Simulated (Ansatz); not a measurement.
# Cl₂H₆N₂Si₂: up Jacob's ladder to CCSD(T)

The task here is to estimate one member of a computed series from the others.

The runs use Ansatz 0.2.0, Gaussian basis; functionals in def2-TZVPP, the program's frozen cores in correlated methods.

Plan: PBE-D4, r2SCAN-D4, PBE0-D4, B3LYP-D4, ωB97X-V, ωB97M-V, B2PLYP; CCSD(T)/def2-TZVPP; MP2/def2-QZVPP; extrapolation to the limit.

### The geometry

The geometry comes from an earlier relaxation with PBE0-D4 in a triple-zeta def2 set; it is a stationary point, not always the lowest conformer.

SMILES `N[SiH2][Si](N)(Cl)Cl`, 12 atoms, charge 0, spin multiplicity 1.

Atoms are counted from 1 here; the program's logs count them from 0.

Bond lengths: N1–Si2 1.725 Å, N1–H7 1.008 Å, N1–H8 1.009 Å, Si2–Si3 2.332 Å, Si2–H9 1.493 Å, Si2–H10 1.486 Å, Si3–N4 1.696 Å, Si3–Cl5 2.082 Å, Si3–Cl6 2.053 Å, N4–H11 1.008 Å, N4–H12 1.008 Å. Angles: Si2–N1–H7 119.6°, Si2–N1–H8 118.5°, H7–N1–H8 110.7°, N1–Si2–Si3 104.5°, N1–Si2–H9 116.8°, N1–Si2–H10 107.6°, Si3–Si2–H9 108.5°, Si3–Si2–H10 111.4°, H9–Si2–H10 108.0°, Si2–Si3–N4 111.6°, Si2–Si3–Cl5 105.2°, Si2–Si3–Cl6 114.0°, N4–Si3–Cl5 113.5°, N4–Si3–Cl6 106.9°, Cl5–Si3–Cl6 105.8°, Si3–N4–H11 121.3°, Si3–N4–H12 119.0°, H11–N4–H12 112.2°.

The first run:

in.yaml

```yaml
crystal:
  periodic: [false, false, false]
  atoms:
    - {symbol: N, position_ang: [1.448268, -0.719477, -1.241973]}
    - {symbol: Si, position_ang: [-0.226936, -0.982389, -0.924573]}
    - {symbol: Si, position_ang: [-0.654460, 0.243922, 1.012775]}
    - {symbol: N, position_ang: [-0.493390, 1.911289, 0.744970]}
    - {symbol: Cl, position_ang: [0.674051, -0.499889, 2.433160]}
    - {symbol: Cl, position_ang: [-2.529521, -0.056033, 1.792228]}
    - {symbol: H, position_ang: [1.822012, -0.932378, -2.153600]}
    - {symbol: H, position_ang: [2.115870, -0.948626, -0.521360]}
    - {symbol: H, position_ang: [-0.654686, -2.394661, -0.695962]}
    - {symbol: H, position_ang: [-0.993193, -0.451819, -2.082101]}
    - {symbol: H, position_ang: [-0.797878, 2.584055, 1.430827]}
    - {symbol: H, position_ang: [0.289882, 2.246005, 0.205610]}
basis:
  gaussian: {orbitals: def2-TZVPP}
hamiltonian: {xc: pbe, dispersion: d4}
output: {forces: true, orbitals: {seedname: orbitals}}
```

On the command line:

```bash
ansatz run in.yaml --threads 2 --pin off --events-out ev --progress --plain --max-ram 32768MiB --backend cuda --devices 0, --max-vram 18GiB
```

Steps of the session up to this table: PBE-D4 (GGA); r2SCAN-D4 (meta-GGA); PBE0-D4 (hybrid); B3LYP-D4 (hybrid); ωB97X-V (range-separated); ωB97M-V (range-separated); B2PLYP (double hybrid); CCSD(T) in def2-TZVPP; MP2 in def2-QZVPP.

One of the session's tables, all rows but one given; the rest of the session is left out.

| method | atomisation energy (eV) |
| --- | --- |
| PBE-D4 | ? |
| r2SCAN-D4 | 41.542 |
| PBE0-D4 | 41.475 |
| B3LYP-D4 | 41.564 |
| ωB97X-V | 41.991 |
| ωB97M-V | 41.877 |
| B2PLYP | 40.926 |
| HF/def2-TZVPP | 29.245 |
| MP2/def2-TZVPP | 40.828 |
| CCSD/def2-TZVPP | 39.479 |
| CCSD(T)/def2-TZVPP | 40.148 |
| MP2/CBS | 42.369 |
| CCSD(T)/CBS | 41.689 |

**Question.** Estimate the row for PBE-D4.

The run gave: atomisation energy (eV): 42.118. In the column «atomisation energy (eV)» it lies between ωB97X-V (41.991) and MP2/CBS (42.369).
